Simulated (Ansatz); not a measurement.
# Cl2H4HfO2Si: molecular dynamics

The plan is to follow the molecule's vibrations and see whether its bonds hold. The start is relaxed first. Runs: 40 steps of 4 fs under a Langevin thermostat at 2000 K.

Program: Ansatz 0.2.0. Level of theory: RKS B3LYP/def2-SVP. These are calculated values, not measurements.

## (1) The structure to begin with

Bond lengths: Hf1–O2 2.070 Å, Hf1–Si3 3.331 Å, O2–Si3 1.680 Å, Si3–H4 1.460 Å, Si3–H5 1.460 Å, Si3–H6 1.460 Å, Hf1–Cl7 2.520 Å, Hf1–O8 2.069 Å, O8–H9 1.010 Å, Hf1–Cl10 2.518 Å. Angles (14 of 22 angles, heavy atoms first): Hf1–O2–Si3 125.0°, O2–Hf1–Si3 24.4°, O2–Hf1–Cl7 109.5°, O2–Hf1–O8 109.5°, O2–Hf1–Cl10 109.5°, Si3–Hf1–Cl7 132.5°, Si3–Hf1–O8 102.5°, Si3–Hf1–Cl10 91.0°, Cl7–Hf1–O8 109.5°, Cl7–Hf1–Cl10 109.5°, O8–Hf1–Cl10 109.5°, Hf1–Si3–O2 30.6°, Hf1–Si3–H4 81.0°, Hf1–Si3–H5 131.9°.

Coordinates:

```xyz
10

Hf    0.0000    0.0000    0.0000
O     0.0000    0.0000    2.0700
Si   -1.3147   -0.4067    3.0336
H    -2.2390   -1.2403    2.2704
H    -0.8506   -1.1432    4.2057
H    -1.9987    0.8095    3.4633
Cl    2.3764    0.0000   -0.8392
O    -0.9750    1.6891   -0.6893
H    -1.9328    1.4584   -0.9117
Cl   -1.1869   -2.0563   -0.8392
```

## (2) Preparing the start

Input file input.yaml:

```yaml
crystal:
  periodic: [false, false, false]
  atoms:
    - { symbol: Hf, position_ang: [0.0, 0.0, 0.0] }
    - { symbol: O, position_ang: [0.0, 0.0, 2.07] }
    - { symbol: Si, position_ang: [-1.3147, -0.4067, 3.0336] }
    - { symbol: H, position_ang: [-2.239, -1.2403, 2.2704] }
    - { symbol: H, position_ang: [-0.8506, -1.1432, 4.2057] }
    - { symbol: H, position_ang: [-1.9987, 0.8095, 3.4633] }
    - { symbol: Cl, position_ang: [2.3764, 0.0, -0.8392] }
    - { symbol: O, position_ang: [-0.975, 1.6891, -0.6893] }
    - { symbol: H, position_ang: [-1.9328, 1.4584, -0.9117] }
    - { symbol: Cl, position_ang: [-1.1869, -2.0563, -0.8392] }
basis:
  gaussian: { orbitals: def2-SVP }
hamiltonian:
  xc: b3lyp
relax:
  f_tol: 0.02
  max_steps: 40
```

Launch:

```
$ ansatz run input.yaml --threads 4 --pin off --max-ram 5120MiB --backend cpu --events-out ev --progress --plain --runs-dir out
```

After this run come: The run.

**Question.** What will these runs give? Wanted: relaxation of the start; temperature, first and last step; temperature, second half; potential energy, second half; bonds formed or broken.

As calculated:

```
                        quantity                                   value
         relaxation of the start                10 moves, 1.208 eV lower
                          length                        40 steps of 4 fs
temperature, first and last step                       1800 and 191979 K
        temperature, second half  mean 205874 K, from 191979 to 223461 K
   potential energy, second half           +2617 meV/atom from the start
          bonds formed or broken                                       4
```

**Reading.** The run blows up, reaching 245971 K, so it describes no real motion. 160 fs on 10 atoms is far too short and small for converged averages. The nuclei move classically, without zero-point motion, which matters most for hydrogen.
